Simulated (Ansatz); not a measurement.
# One shape, several levels: B3N3H6 (borazine)

We compute a comparison of 6 runs (B2PLYP/def2-SVP, B3LYP/def2-SVP, PBE/def2-SVP, PBE0/def2-SVP, MP2/def2-SVP, CCSD/def2-SVP) of B3N3H6 (borazine). 

The calculation is run with Ansatz 0.2.0.

43 further runs of the same task are left out: 1 that didn't finish, 42 set aside as unsound or not needed.

## 1. The structure to begin with

The species is B3N3H6 (12 atoms), meant as a singlet with charge 0. As SMILES, `B1NBNBN1`. The B1–H7 distance was set to 1.796 Å, away from the relaxed value. At this shape a bond of the SMILES string is far longer than usual.

Bond lengths: B1–N2 1.425 Å, N2–B3 1.425 Å, B3–N4 1.425 Å, N4–B5 1.425 Å, B1–N6 1.425 Å, B5–N6 1.425 Å, N2–H8 1.006 Å, B3–H9 1.197 Å, N4–H10 1.006 Å, B5–H11 1.197 Å, N6–H12 1.006 Å. Some angles: B1–N2–B3 122.9°, N2–B1–N6 117.1°, N2–B3–N4 117.1°, B3–N4–B5 122.9°, N4–B5–N6 117.1°, B1–N6–B5 122.9°, B1–N2–H8 118.6°, B3–N2–H8 118.6°, N2–B3–H9 121.4°, N4–B3–H9 121.4°. A long bond or contact: B1–H7 1.796 Å.

## 2. The energy at B2PLYP/def2-SVP (run 1)

Contents of input.yaml:

```yaml
crystal:
  periodic: [false, false, false]
  atoms:
    - {symbol: B, position_ang: [-0.424937, -0.716319, 0.148569]}
    - {symbol: N, position_ang: [0.824833, -0.449709, 0.778229]}
    - {symbol: B, position_ang: [1.565783, 0.745511, 0.550399]}
    - {symbol: N, position_ang: [1.005623, 1.695361, -0.351521]}
    - {symbol: B, position_ang: [-0.238867, 1.491531, -1.014231]}
    - {symbol: N, position_ang: [-0.928497, 0.275081, -0.741931]}
    - {symbol: H, position_ang: [-1.326890, -2.236960, 0.463830]}
    - {symbol: H, position_ang: [1.200513, -1.135339, 1.411269]}
    - {symbol: H, position_ang: [2.614233, 0.943231, 1.093589]}
    - {symbol: H, position_ang: [1.510873, 2.547111, -0.528161]}
    - {symbol: H, position_ang: [-0.685957, 2.307481, -1.767691]}
    - {symbol: H, position_ang: [-1.809417, 0.108941, -1.198371]}
basis:
  gaussian:
    orbitals: def2-SVP
hamiltonian:
  xc: {name: B2PLYP}
correlation:
  frozen_orbitals: {B: 1, H: 0, "N": 1}
accuracy: high
output: {orbitals: {seedname: orbitals}}
```

Run with:

```sh
$ ansatz run input.yaml --threads 1 --pin off --max-ram 3480MiB --events-out events.jsonl --progress --plain --runs-dir runs
```

The log of the run:

```text
Warning: RAYON_NUM_THREADS=1 ignored (pool sized by the plan → 1); use --threads N
Functional definition: B2PLYP
  name "B2PLYP"
  parameter a = 0.53
  parameter c = 0.27
  exchange = (1 - a)*b88_x + a*exact_x
  correlation = (1 - c)*lyp_c + c*(mp2_os + mp2_ss)
2852 factors; integrals over basis functions are off by at most 3.1e-9 eV
mean field evaluation 1: about -6575.3075 eV, gradient 6.1e1 eV
mean field evaluation 2: about -6575.4046 eV, gradient 6.1e1 eV
mean field evaluation 4: about -6582.9979 eV, gradient 2.6e0 eV
mean field evaluation 8: about -6583.0240 eV, gradient 2.4e-1 eV
mean field evaluation 16: about -6583.0241 eV, gradient 3.9e-5 eV
mean field -6583.02411349 eV, -241.9216740369 hartree, gradient 6.7e-9 eV, S^2 0.000000; 0 other end points of the search recorded, 0 dependent functions left out
6 core orbitals not correlated: weight in the atoms' cores, before any rotation towards them, 1.000 or more for the frozen orbitals, at most 0.000 for the correlated occupied ones
reference -6583.02414233 eV, -241.9216750967 hartree; 15, 15 occupied and 93, 93 virtual orbitals, 2852 factors
second order -24.75995737 eV of doubles, -0.00000000 eV of singles
Total energy: -6589.70933082 eV, -242.1673512424 hartree
```

Run time: 22 s. Hardware: 1 thread of Intel Xeon Platinum 8175M at 2.50GHz (Skylake/Cascade Lake), shared host; peak memory 0.48 GiB.

## 3. The energy at B3LYP/def2-SVP (run 2)

Contents of in.yaml:

```yaml
crystal:
  periodic: [false, false, false]
  atoms:
    - {symbol: B, position_ang: [-0.424937, -0.716319, 0.148569]}
    - {symbol: "N", position_ang: [0.824833, -0.449709, 0.778229]}
    - {symbol: B, position_ang: [1.565783, 0.745511, 0.550399]}
    - {symbol: "N", position_ang: [1.005623, 1.695361, -0.351521]}
    - {symbol: B, position_ang: [-0.238867, 1.491531, -1.014231]}
    - {symbol: N, position_ang: [-0.928497, 0.275081, -0.741931]}
    - {symbol: H, position_ang: [-1.326890, -2.236960, 0.463830]}
    - {symbol: H, position_ang: [1.200513, -1.135339, 1.411269]}
    - {symbol: H, position_ang: [2.614233, 0.943231, 1.093589]}
    - {symbol: H, position_ang: [1.510873, 2.547111, -0.528161]}
    - {symbol: H, position_ang: [-0.685957, 2.307481, -1.767691]}
    - {symbol: H, position_ang: [-1.809417, 0.108941, -1.198371]}
basis:
  gaussian:
    orbitals: def2-SVP
hamiltonian:
  xc: {name: B3LYP}
accuracy: high
output: {orbitals: {seedname: orbitals}}
```

Run with:

```sh
$ ansatz run in.yaml --threads 1 --pin off --max-ram 3480MiB --events-out events.jsonl --progress --plain --runs-dir runs
```

The log of the run:

```text
Warning: RAYON_NUM_THREADS=1 ignored (pool sized by the plan → 1); use --threads N
Functional definition: B3LYP
  name "B3LYP"
  parameter a0 = 0.2
  parameter ax = 0.72
  parameter ac = 0.81
  exchange = (1 - a0 - ax)*slater_x + ax*b88_x + a0*exact_x
  correlation = (1 - ac)*vwn_rpa_c + ac*lyp_c
2852 factors; integrals over basis functions are off by at most 3.1e-9 eV
mean field evaluation 1: about -6584.0173 eV, gradient 8.0e1 eV
mean field evaluation 2: about -6564.2964 eV, gradient 1.2e2 eV
mean field evaluation 4: about -6596.9324 eV, gradient 1.3e0 eV
mean field evaluation 8: about -6597.1331 eV, gradient 1.8e-1 eV
mean field evaluation 16: about -6597.1332 eV, gradient 6.9e-6 eV
mean field -6597.13321798 eV, -242.4401740631 hartree, gradient 6.2e-8 eV, S^2 0.000000; 0 other end points of the search recorded, 0 dependent functions left out
reference -6597.13326278 eV, -242.4401757098 hartree; 21, 21 occupied and 93, 93 virtual orbitals, 2852 factors
Total energy: -6597.13326278 eV, -242.4401757098 hartree
```

It took 17 s on 1 thread of Intel Xeon Platinum 8175M at 2.50GHz (Skylake/Cascade Lake), shared host; peak memory 0.49 GiB.

Runs 3 to 5 aren't shown in full; the table further down has their settings and results.

## 4. A single-point energy at CCSD/def2-SVP (run 6)

in.yaml: that of step 3 with these lines changed.

```diff
@@ -18,5 +18,8 @@
     orbitals: def2-SVP
-hamiltonian:
-  xc: {name: B3LYP}
+total_charge: 0
+correlation:
+  method: ccsd
+  frozen_orbitals: {B: 1, H: 0, "N": 1}
 accuracy: high
-output: {orbitals: {seedname: orbitals}}
+scf:
+  omitted_lower_state_checks: [cluster_reference, increment]
```

Run with:

```sh
$ ansatz run in.yaml --threads 1 --pin off --max-ram 3480MiB --events-out events.jsonl --progress --plain --runs-dir runs
```

The log of the run (excerpt; [...] marks lines left out):

```text
Warning: RAYON_NUM_THREADS=1 ignored (pool sized by the plan → 1); use --threads N
Functional definition: HF
  name "HF"
[...]
2852 factors; integrals over basis functions are off by at most 3.1e-9 eV
[...]
mean field -6555.52010415 eV, -240.9109203364 hartree, gradient 3.3e-8 eV, S^2 0.000000; 0 other end points of the search recorded, 0 dependent functions left out
6 core orbitals not correlated: weight in the atoms' cores, before any rotation towards them, 1.000 or more for the frozen orbitals, at most 0.000 for the correlated occupied ones
reference -6555.52010415 eV, -240.9109203364 hartree; 15, 15 occupied and 93, 93 virtual orbitals, 2852 factors
second order -20.08768137 eV of doubles, -0.00000000 eV of singles
cycle   1  -20.75180259 eV  change   -6.6e-1 eV  update   1.1e-1
[...]
cycle  21  -21.46975905 eV  change   8.3e-10 eV  update  4.9e-10
Total energy: -6576.98986320 eV, -241.6999194287 hartree
Checks for a lower state left out: cluster_reference, increment
```

It took 39 s on 1 thread of Intel Xeon Platinum 8175M at 2.50GHz (Skylake/Cascade Lake), shared host; peak memory 1.2 GiB.

## 5. The series

```csv
run,level,frozen core orbitals,energy (Eh),HOMO energy (eV),LUMO energy (eV),HOMO–LUMO gap (eV),wall time
1,B2PLYP/def2-SVP,6,-242.167351,-8.82,1.79,10.61,22 s
2,B3LYP/def2-SVP,–,-242.440176,-7.53,0.16,7.69,17 s
3,PBE/def2-SVP,–,-242.098347,-6.51,-0.65,5.85,17 s
4,PBE0/def2-SVP,–,-242.130309,-7.76,0.34,8.10,14 s
5,MP2/def2-SVP,6,-241.649129,–,–,–,11 s
6,CCSD/def2-SVP,6,-241.699919,–,–,–,39 s
```

## 6. Outcome

| quantity | value |
| --- | --- |
| run 6: total energy | -241.69992 Eh |
| run 6: correlation energy (6 core orbitals frozen) | -789.0 mEh |
| run 6: T1 diagnostic | 0.017 |

What this shows: Over runs 1, 2, 3, 4 the HOMO–LUMO gap runs from 5.85 eV (PBE/def2-SVP) to 10.61 eV (B2PLYP/def2-SVP). A double hybrid's value is that of its SCF part. Totals of different functionals can't be ranked against each other. All runs together took 2 min, the longest 39 s.
